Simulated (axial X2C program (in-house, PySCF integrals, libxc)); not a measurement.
**HCuH⁻: bond lengths and stretches, held linear**

The task here is to estimate one member of a computed series from the others.

The runs use an in-house X2C program for linear molecules on PySCF integrals; all-electron X2C, two-component (2c) or spin-free, H dyall-v3z, Cu dyall-v3z.

All values are calculated.

1 further run of the same task is left out (set aside as unsound or not needed).

Set-up of the first run:

The input, task.json:

```json
{"zs": [1, 29, 1], "q": -1, "bas": ["dyall-v3z", "dyall-v3z", "dyall-v3z"], "r0": [1.44, 1.44], "symm": 1, "scan": ["PBE0", "HF", "PBE"], "levels": ["PBE0", "HF", "r2SCAN"], "nst": 2}
```

Keys: zs atomic numbers; q charge; bas basis sets; r0 starting distance in Å; symm equal bonds; scan levels of the two-bond scan (MP2 follows by itself at each HF point); levels methods; nst determinants followed.

Started as:

```bash
$ python solin.py task.json out
```

Masses H 1.008, Cu 62.930, H 1.008 u.

Among the steps run: Scan at PBE0, 2c; Scan at HF, 2c; Scan at PBE, 2c.

One table of the session follows, with a row left open; its other results are not shown here.

| level | r(H–Cu) (Å) | r(Cu–H) (Å) | lower stretch (cm⁻¹) | upper stretch (cm⁻¹) |
| --- | --- | --- | --- | --- |
| PBE0, 2c | 1.554 | 1.554 | 1539.4 | 1689.5 |
| HF, 2c | 1.630 | 1.630 | 1301.9 | 1427.6 |
| PBE, 2c | 1.552 | 1.552 | 1546.7 | 1704.8 |
| MP2, 2c | 1.508 | 1.508 | 1708.6 | 1858.5 |
| PBE0, spin-free | 1.554 | 1.554 | 1541.0 | 1690.7 |
| HF, spin-free | ? | ? | ? | ? |
| PBE, spin-free | 1.552 | 1.552 | 1548.2 | 1706.0 |
| MP2, spin-free | 1.508 | 1.508 | 1710.7 | 1860.2 |

Estimate the missing values for HF, spin-free.

As computed: r(H–Cu) (Å): 1.630; r(Cu–H) (Å): 1.630; lower stretch (cm⁻¹): 1304.0; upper stretch (cm⁻¹): 1429.3.

Scans not shown above were run alike.

Caveats from the session: For an anion the highest level of a functional can be positive, and the basis then holds the extra electron. The molecule was held linear; bending was not examined, so a bent shape may lie lower.
